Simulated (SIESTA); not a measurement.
Runs of SIESTA 5.4.2 on SiNi2. It takes space group Pnma (No. 62, orthorhombic). Conventional cell: a = 4.990 Å, b = 3.720 Å, c = 7.030 Å, α = 90.00°, β = 90.00°, γ = 90.00°. Ni (site symmetry m) has 4 Si at 2.28 to 2.33 Å and 4 Ni at 2.53 to 2.62 Å as nearest neighbours. Ni (site symmetry m) has 5 Si at 2.34 to 2.57 Å and 6 Ni at 2.53 to 2.62 Å as nearest neighbours. Si (site symmetry m) has 9 Ni at 2.28 to 2.57 Å as nearest neighbours. 

```csv
task,level,potentials or basis,cell,gap on the mesh (eV),pressure (GPa),moment (μB),largest force (eV/Å)
single point,PBEsol,"PseudoDojo 0.4 standard (PBEsol files), DZP (energy shift 0.003 Ry; two zetas on semicore shells)",as given,none,-4.6,0.00,0.43
band structure,LDA,"PseudoDojo 0.4 standard (LDA files), DZP (energy shift 0.003 Ry; two zetas on semicore shells)",as given,none,(a),0.00,0.40
band structure,PBEsol,"PseudoDojo 0.4 standard (PBEsol files), DZP (energy shift 0.003 Ry; two zetas on semicore shells)",as given,none,-4.6,0.00,0.43
single point,PBEsol,"PseudoDojo 0.4 standard (PBEsol files), DZP (energy shift 0.003 Ry; two zetas on semicore shells)","atoms moved at random, drawn with an rms of 0.05 Å",none,-3.6,0.00,1.41
```

Alike in all rows: spin collinear, ferromagnetic start; k mesh 6 × 7 × 4; smearing fermi-dirac 0.05 eV; grid cutoff 800 Ry; energy shift 0.003 Ry.

Problem. Estimate the missing entries.

Solution. (a) -11.1.

Caveats: short orbitals over semicore shells can move pressures by several GPa; the basis of atomic orbitals isn't converged, which shifts pressures, moduli and gaps.

A gap of «none» marks a metal or a gap under the smearing width.
